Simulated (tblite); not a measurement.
# C38H18N2: the cost of one run

Computed with tblite 0.8.0 and PySCF 2.14.0 and routines of our own; the level stands in each step. Atoms count from 0.

### 1 The starting structure

58 atoms, charge 0, multiplicity 1; geometry from: force field, distance geometry or constructed start.

### 2 Relaxing the molecule with GFN2-xTB

Job settings and geometry (Å):

```
{"job": {"kind": "relax", "xc": "GFN2-xTB", "basis": "xTB"}, "charge": 0, "multiplicity": 1}
C      2.546400    -2.561200    -2.444600
C      3.405600    -1.534200    -2.427500
C      3.522000    -0.724100    -1.191400
C      3.339800    -1.403300     0.031800
C      3.535600    -0.679500     1.219000
C      3.401300     0.711200     1.177900
C      3.100000     1.370200    -0.028800
C      3.369700     0.695000    -1.232600
C      3.204500     1.407500    -2.427800
C      2.380400     2.532100    -2.437100
C      1.713600     2.899800    -1.259900
C      0.337700     3.294900    -1.243500
C     -0.438300     3.377900    -2.407100
C     -1.759700     2.955100    -2.394000
C     -2.332200     2.498900    -1.193200
C     -1.729900     2.879300     0.026000
C     -2.407500     2.552800     1.216300
C     -3.347100     1.510000     1.239700
C     -3.590700     0.799600     0.070200
C     -3.284700     1.450300    -1.141000
C     -3.599900     0.677800    -2.361600
N     -3.577700    -0.622200    -2.406600
C     -3.211800    -1.279500    -1.196700
C     -2.288100    -2.349200    -1.225100
C     -1.659700    -2.776000    -2.485300
C     -0.393100    -3.200100    -2.494600
C      0.398800    -3.207900    -1.246900
C      1.771500    -2.880600    -1.223800
C      2.402400    -2.596500     0.012700
C      1.786000    -3.071000     1.183600
C      0.434800    -3.428800     1.158600
C     -0.318300    -3.308700    -0.023200
C     -1.752000    -2.851200    -0.014600
C     -2.423100    -2.527400     1.178500
C     -3.326300    -1.453400     1.200300
C     -3.555900    -0.701700     0.038400
C     -0.349400     3.274600    -0.020600
C      0.460500     3.329200     1.114600
N      1.765600     2.979900     1.122800
C      2.271300     2.518600    -0.028900
H      2.406200    -3.174700    -3.321700
H      4.016000    -1.281000    -3.278700
H      3.530400    -1.156400     2.186600
H      3.307500     1.241100     2.126000
H      3.504400     0.995400    -3.381600
H      2.089300     2.928600    -3.411200
H      0.022900     3.531900    -3.387500
H     -2.253700     2.806700    -3.347400
H     -2.065900     2.930300     2.177000
H     -3.653300     1.135500     2.213500
H     -3.841700     1.219500    -3.281100
H     -2.243600    -2.711400    -3.394400
H      0.088000    -3.499300    -3.422600
H      2.261500    -2.972900     2.146800
H     -0.052400    -3.598500     2.118800
H     -2.122900    -2.947200     2.128600
H     -3.650500    -1.106400     2.174600
H      0.058500     3.485900     2.112300
```

On the command line:

```console
OMP_NUM_THREADS=2 python large_run.py task.json out
```

This one command runs all jobs of the session in turn.

**Question.** How long does this first job take on 2 threads of Arm Neoverse N1, shared host, and how much memory does it need?

About 4.8 s, with a peak of 0.18 GiB.
